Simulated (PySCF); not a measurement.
# C3H10AlClS: electronic excitations at several levels of theory, part 1 of 2

How much do the electronic excitations of C3H10AlClS (`C[S+](C)[AlH2-][CH2]Cl`) depend on the level of theory, and what does each level cost?

Computed with PySCF 2.14.0, with density-fitted response routines of our own, on a single molecule in the gas phase. Atoms count from 0, in the outputs and in this text.

## 1. Starting geometry

16 atoms, charge 0, multiplicity 1; geometry from: GFN2-xTB.

Bonds of the start (Å): C0–S1 1.81, S1–C2 1.81, S1–Al3 2.49, Al3–C4 2.02, C4–Cl5 1.84, C0–H6 1.09, C0–H7 1.09, C0–H8 1.09, C2–H9 1.09, C2–H10 1.09, C2–H11 1.09, Al3–H12 1.57, Al3–H13 1.56, C4–H14 1.09, C4–H15 1.09.

## 2. Geometry optimisation at PBE0-D3(BJ)/def2-SVP

What the job is given:

```
{"job": {"xc": "PBE0", "basis": "def2-SVP", "d3": "d3bj", "grid": 1, "kind": "geom"}, "charge": 0, "multiplicity": 1}
C     -0.976398     1.523182     0.642668
S     -0.783559    -0.225391     1.083493
C     -2.017587    -0.978290    -0.002303
Al     0.953623    -0.719892    -0.636232
C      2.554748     0.163601     0.228351
Cl     3.116952    -0.688110    -1.302123
H     -0.650048     1.687654    -0.383097
H     -0.353178     2.089283     1.327649
H     -2.017214     1.804158     0.768312
H     -2.952221    -0.433954     0.089885
H     -2.149665    -2.002118     0.332606
H     -1.660612    -0.970737    -1.032688
H      0.218224     0.093594    -1.761294
H      0.670513    -2.249857    -0.515850
H      2.891510     1.197187     0.116469
H      3.147314    -0.281366     1.032744
```

On the command line:

```bash
$ OMP_NUM_THREADS=1 python probes_run.py task.json out
```

This one command runs all jobs of the session in turn.

Output:

```text
step   0  E = -1220.16027559  max force = 0.034790
step   1  E = -1220.17216239  max force = 0.013025
step   2  E = -1220.17454989  max force = 0.010238
step   3  E = -1220.17783553  max force = 0.013387
step   4  E = -1220.17911514  max force = 0.010229
step   5  E = -1220.18043062  max force = 0.003775
step   6  E = -1220.18108943  max force = 0.003502
step   7  E = -1220.18139317  max force = 0.001843
step   8  E = -1220.18148018  max force = 0.000948
step   9  E = -1220.18155627  max force = 0.000942
step  10  E = -1220.18158581  max force = 0.001229
step  11  E = -1220.18161133  max force = 0.000961
step  12  E = -1220.18163239  max force = 0.000513
step  13  E = -1220.18164398  max force = 0.000507
step  14  E = -1220.18165315  max force = 0.000386
optimisation converged
```

It took 1.9 min on 1 thread of Arm Neoverse V2, shared host; peak memory 0.57 GiB.

The steps of the relaxation:

```csv
step,energy from step 0 (eV),largest force component (eV/Å)
0,0.0000,1.7890
1,-0.3235,0.6698
2,-0.3884,0.5265
3,-0.4778,0.6884
4,-0.5127,0.5260
5,-0.5484,0.1941
6,-0.5664,0.1801
7,-0.5746,0.0948
8,-0.5770,0.0487
9,-0.5791,0.0484
10,-0.5799,0.0632
11,-0.5806,0.0494
12,-0.5811,0.0264
13,-0.5815,0.0261
14,-0.5817,0.0198
```

Distances of close pairs at the start and the end, largest changes first:

```csv
bond,before (Å),after (Å),change (Å)
Al3–Cl5,2.264,2.915,+0.651
Al3–C4,2.023,1.985,-0.038
Al3–H13,1.561,1.598,+0.037
Al3–H12,1.571,1.605,+0.034
C4–Cl5,1.840,1.820,-0.020
C0–H8,1.085,1.099,+0.013
C2–H9,1.086,1.099,+0.013
C0–H7,1.085,1.098,+0.013
```

The final coordinates are the input of the step that follows.

```csv
at the end point,value
point group (found at 0.08 Å tolerance),C1
"rotational constants (GHz, main isotopes)","4.292, 0.691, 0.641"
dipole moment (D),6.39
```

## 3. Excited states and response: HF/def2-SVPD

What the job is given:

```
{"job": {"kind": "uv", "xc": "HF", "basis": "def2-SVPD", "ip": true}, "charge": 0, "multiplicity": 1}
C     -0.962554     1.573187     0.543826
S     -0.756480    -0.170544     0.959216
C     -2.190434    -0.894973     0.137794
Al     0.998258    -0.838604    -0.677704
C      2.622995     0.001994     0.092581
Cl     3.839400    -0.434138    -1.188979
H     -0.981820     1.704685    -0.547553
H     -0.095751     2.104043     0.959928
H     -1.881058     1.961069     1.005415
H     -3.113902    -0.534251     0.611068
H     -2.111206    -1.982673     0.266665
H     -2.179111    -0.653271    -0.934914
H      0.330146    -0.085054    -1.927234
H      0.838902    -2.421347    -0.525889
H      2.640403     1.099084     0.175512
H      2.996347    -0.420400     1.036979
```

Method: TDDFT HF/def2-SVPD, vertical, gas phase, core orbitals frozen in the response.

Output:

```text
final grid: 122728 points
cycle   1  E = -1217.8651961897  dE =  3.523e-01  |g| = 4.633e-01  |ddm| = 4.226e+00
cycle   2  E = -1217.9426149936  dE = -7.742e-02  |g| = 2.093e-01  |ddm| = 9.345e-01
cycle   3  E = -1217.9546085834  dE = -1.199e-02  |g| = 5.230e-02  |ddm| = 4.011e-01
cycle   4  E = -1217.9560104517  dE = -1.402e-03  |g| = 1.031e-02  |ddm| = 1.499e-01
cycle   5  E = -1217.9560615384  dE = -5.109e-05  |g| = 3.773e-03  |ddm| = 2.761e-02
cycle   6  E = -1217.9560710699  dE = -9.532e-06  |g| = 1.163e-03  |ddm| = 1.194e-02
cycle   7  E = -1217.9560722116  dE = -1.142e-06  |g| = 3.649e-04  |ddm| = 4.412e-03
cycle   8  E = -1217.9560723233  dE = -1.117e-07  |g| = 1.095e-04  |ddm| = 1.528e-03
cycle   9  E = -1217.9560723340  dE = -1.073e-08  |g| = 3.522e-05  |ddm| = 4.439e-04
cycle  10  E = -1217.9560723354  dE = -1.430e-09  |g| = 1.136e-05  |ddm| = 1.713e-04
cycle  11  E = -1217.9560723356  dE = -1.396e-10  |g| = 2.978e-06  |ddm| = 5.677e-05
converged SCF energy = -1217.9560723356

Static polarisability (au): isotropic 97.866, principal 83.499 94.548 115.550

Singlet excitations
state   eV       nm        f      main configurations
  1   6.8676    180.5   0.04846   H->L+4 0.19, H->L+1 0.17
  2   7.1840    172.6   0.01907   H-2->L+1 0.21, H-2->L+13 0.09
  3   7.8113    158.7   0.00186   H->L+2 0.21, H->L 0.13, H->L+6 0.12
  4   8.0255    154.5   0.00447   H-3->L+4 0.26, H-3->L+8 0.12, H-3->L+1 0.11
  5   8.1681    151.8   0.08974   H-2->L 0.32, H-1->L 0.10, H->L 0.09
  6   8.2687    149.9   0.04366   H-1->L+4 0.17, H-1->L+8 0.13, H-2->L 0.11
  7   8.5070    145.7   0.01189   H-2->L+3 0.21, H-2->L+1 0.12, H->L+3 0.10
  8   8.6071    144.0   0.08744   H-1->L+5 0.24, H-1->L+1 0.10
  9   8.6671    143.1   0.04182   H->L 0.19, H->L+8 0.15, H->L+4 0.11
 10   8.7481    141.7   0.08186   H-1->L+2 0.34, H-1->L+1 0.14, H-1->L 0.12

Triplet excitations (Tamm-Dancoff, eV): 5.9889 6.4367 7.1461 7.2149
Vertical ionisation energy (delta-SCF) = 8.7112 eV
```

It took 48 s on 1 thread of Arm Neoverse V2, shared host; peak memory 0.81 GiB.

Frontier orbitals and where they lie:

```csv
orbital,eV,atoms
HOMO−3,-11.34,"Cl5 78 %, C4 13 %"
HOMO−2,-11.02,"S1 43 %, H13 19 %, Al3 18 %"
HOMO−1,-10.88,"Al3 33 %, H12 33 %, H13 18 %"
HOMO,-10.12,"Cl5 43 %, C4 31 %, Al3 11 %"
LUMO,1.78,"S1 42 %, Al3 23 %, C0 7 %"
LUMO+1,2.13,"S1 59 %, H9 7 %, C2 6 %"
LUMO+2,2.21,"S1 38 %, Al3 32 %, Cl5 8 %"
```

With each of the 10 states as a Gaussian band of 0.4 eV half-width at 1/e, the curve within the window shown has maxima at 179 nm (ε 2,400), 145 nm (ε 11,000) L/(mol cm). Beyond the last state computed it falls off for lack of states. The curve at chosen wavelengths:

(nm, ε (L/mol/cm)): (137, 3768), (139, 6250), (142, 9521), (144, 10547), (147, 10285), (149, 9354), (151, 8091), (154, 5827), (156, 4282), (159, 2364), (161, 1527), (163, 1064), (166, 939), (168, 1116), (171, 1577), (173, 1912), (175, 2197), (178, 2423), (180, 2403), (183, 2128), (185, 1829), (187, 1488), (190, 991), (192, 711), (195, 396), (197, 254)

Ground-state properties from the same run:

```csv
property,computed
dipole moment (D),6.89
polarisability (Å³),14.50
HOMO–LUMO gap (eV),11.90
−ε(HOMO) (eV),10.12
```

## 4. TDDFT and polarisability: LDA/def2-SVPD

The job, as its differences from that of step 3:

```diff
@@ -1,2 +1,2 @@
-{"job": {"kind": "uv", "xc": "HF", "basis": "def2-SVPD", "ip": true}, "charge": 0, "multiplicity": 1}
+{"job": {"kind": "uv", "xc": "LDA", "basis": "def2-SVPD", "ip": true}, "charge": 0, "multiplicity": 1}
 C     -0.962554     1.573187     0.543826
```

With the program's defaults for keys left out, this is: TDDFT LDA/def2-SVPD, vertical, gas phase, core orbitals frozen in the response.

Output:

```text
coarse grid: 14336 points
cycle   1  E = -1215.4714420171  dE =  2.958e-02  |g| = 4.756e-01  |ddm| = 4.628e+00
cycle   2  E = -1215.3915431650  dE =  7.990e-02  |g| = 7.262e-01  |ddm| = 1.385e+00
cycle   3  E = -1215.5348574341  dE = -1.433e-01  |g| = 1.146e-01  |ddm| = 9.100e-01
cycle   4  E = -1215.5384617157  dE = -3.604e-03  |g| = 4.104e-02  |ddm| = 2.177e-01
cycle   5  E = -1215.5388616265  dE = -3.999e-04  |g| = 1.625e-02  |ddm| = 6.695e-02
cycle   6  E = -1215.5389356133  dE = -7.399e-05  |g| = 3.161e-03  |ddm| = 2.443e-02
cycle   7  E = -1215.5389388367  dE = -3.223e-06  |g| = 6.554e-04  |ddm| = 6.554e-03
final grid: 122728 points
cycle   8  E = -1215.6839072363  dE = -4.287e-05  |g| = 3.204e-03  |ddm| = 8.758e-02
cycle   9  E = -1215.6839039626  dE =  3.274e-06  |g| = 4.753e-03  |ddm| = 1.055e-02
cycle  10  E = -1215.6839100327  dE = -6.070e-06  |g| = 6.297e-04  |ddm| = 6.146e-03
cycle  11  E = -1215.6839101440  dE = -1.114e-07  |g| = 2.300e-04  |ddm| = 1.289e-03
cycle  12  E = -1215.6839101573  dE = -1.329e-08  |g| = 7.006e-05  |ddm| = 3.734e-04
cycle  13  E = -1215.6839101587  dE = -1.349e-09  |g| = 2.074e-05  |ddm| = 1.188e-04
cycle  14  E = -1215.6839101588  dE = -1.205e-10  |g| = 5.508e-06  |ddm| = 3.618e-05
converged SCF energy = -1215.6839101588

Static polarisability (au): isotropic 112.636, principal 93.509 106.564 137.835

Singlet excitations
state   eV       nm        f      main configurations
  1   4.6669    265.7   0.02228   H->L 0.96
  2   5.0733    244.4   0.00820   H->L+1 0.94
  3   5.1968    238.6   0.00900   H-1->L 0.99
  4   5.3210    233.0   0.00381   H->L+2 0.98
  5   5.4817    226.2   0.00097   H-2->L 0.97
  6   5.6340    220.1   0.00184   H-3->L 0.78, H-1->L+1 0.21
  7   5.6386    219.9   0.00151   H-1->L+1 0.78, H-3->L 0.20
  8   5.8029    213.7   0.00991   H->L+3 0.86, H->L+4 0.12
  9   5.8979    210.2   0.00351   H-2->L+1 0.95
 10   5.9453    208.5   0.00344   H-1->L+2 0.83, H-3->L+1 0.14

Triplet excitations (Tamm-Dancoff, eV): 4.4800 4.8924 5.1295 5.2479
Vertical ionisation energy (delta-SCF) = 9.6342 eV
Vertical electron affinity (delta-SCF) = -0.5428 eV
```

Wall time 2.5 min (1 thread of Arm Neoverse V2, shared host); peak memory 0.69 GiB.

Key values: HOMO -5.92 eV, LUMO -1.36 eV; lowest singlet 4.67 eV.

## 5. TDDFT and polarisability: PBE/def2-SVPD

The job, as its differences from that of step 4:

```diff
@@ -1,2 +1,2 @@
-{"job": {"kind": "uv", "xc": "LDA", "basis": "def2-SVPD", "ip": true}, "charge": 0, "multiplicity": 1}
+{"job": {"kind": "uv", "xc": "PBE", "basis": "def2-SVPD", "ip": true}, "charge": 0, "multiplicity": 1}
 C     -0.962554     1.573187     0.543826
```

With the program's defaults for keys left out, this is: TDDFT PBE/def2-SVPD, vertical, gas phase, core orbitals frozen in the response.

Output:

```text
coarse grid: 14336 points
cycle   1  E = -1219.8281096173  dE =  2.410e-02  |g| = 4.533e-01  |ddm| = 4.652e+00
cycle   2  E = -1219.7656664998  dE =  6.244e-02  |g| = 6.666e-01  |ddm| = 1.363e+00
cycle   3  E = -1219.8875152261  dE = -1.218e-01  |g| = 1.075e-01  |ddm| = 8.851e-01
cycle   4  E = -1219.8907887442  dE = -3.274e-03  |g| = 3.542e-02  |ddm| = 2.124e-01
cycle   5  E = -1219.8910928460  dE = -3.041e-04  |g| = 1.454e-02  |ddm| = 6.135e-02
cycle   6  E = -1219.8911524454  dE = -5.960e-05  |g| = 2.834e-03  |ddm| = 2.274e-02
cycle   7  E = -1219.8911550925  dE = -2.647e-06  |g| = 5.763e-04  |ddm| = 6.015e-03
final grid: 122728 points
cycle   8  E = -1220.0661056770  dE = -2.399e-05  |g| = 1.366e-02  |ddm| = 9.935e-02
cycle   9  E = -1220.0660082672  dE =  9.741e-05  |g| = 2.342e-02  |ddm| = 4.056e-02
cycle  10  E = -1220.0661530473  dE = -1.448e-04  |g| = 1.814e-03  |ddm| = 2.742e-02
cycle  11  E = -1220.0661540312  dE = -9.839e-07  |g| = 4.250e-04  |ddm| = 3.200e-03
cycle  12  E = -1220.0661540811  dE = -4.986e-08  |g| = 1.187e-04  |ddm| = 7.113e-04
cycle  13  E = -1220.0661540852  dE = -4.102e-09  |g| = 2.341e-05  |ddm| = 2.283e-04
cycle  14  E = -1220.0661540853  dE = -1.605e-10  |g| = 6.830e-06  |ddm| = 5.161e-05
converged SCF energy = -1220.0661540853

Static polarisability (au): isotropic 110.457, principal 91.775 104.566 135.030

Singlet excitations
state   eV       nm        f      main configurations
  1   4.6867    264.5   0.02253   H->L 0.97
  2   5.1458    240.9   0.00348   H->L+1 0.92
  3   5.2951    234.1   0.00902   H-1->L 0.99
  4   5.3279    232.7   0.01088   H->L+2 0.92
  5   5.5144    224.8   0.00074   H-2->L 0.98
  6   5.7131    217.0   0.00074   H-3->L 0.98
  7   5.7775    214.6   0.00302   H-1->L+1 0.99
  8   5.8161    213.2   0.01586   H->L+3 0.91
  9   5.9908    207.0   0.00710   H-1->L+2 0.90
 10   5.9927    206.9   0.00317   H-2->L+1 0.92

Triplet excitations (Tamm-Dancoff, eV): 4.4907 4.9607 5.2128 5.2218
Vertical ionisation energy (delta-SCF) = 9.5916 eV
Vertical electron affinity (delta-SCF) = -0.6842 eV
```

Wall time 4.2 min (1 thread of Arm Neoverse V2, shared host); peak memory 0.73 GiB.

In short: HOMO -5.82 eV, LUMO -1.21 eV; lowest singlet 4.69 eV.

(Continued in part 2 of 2.)
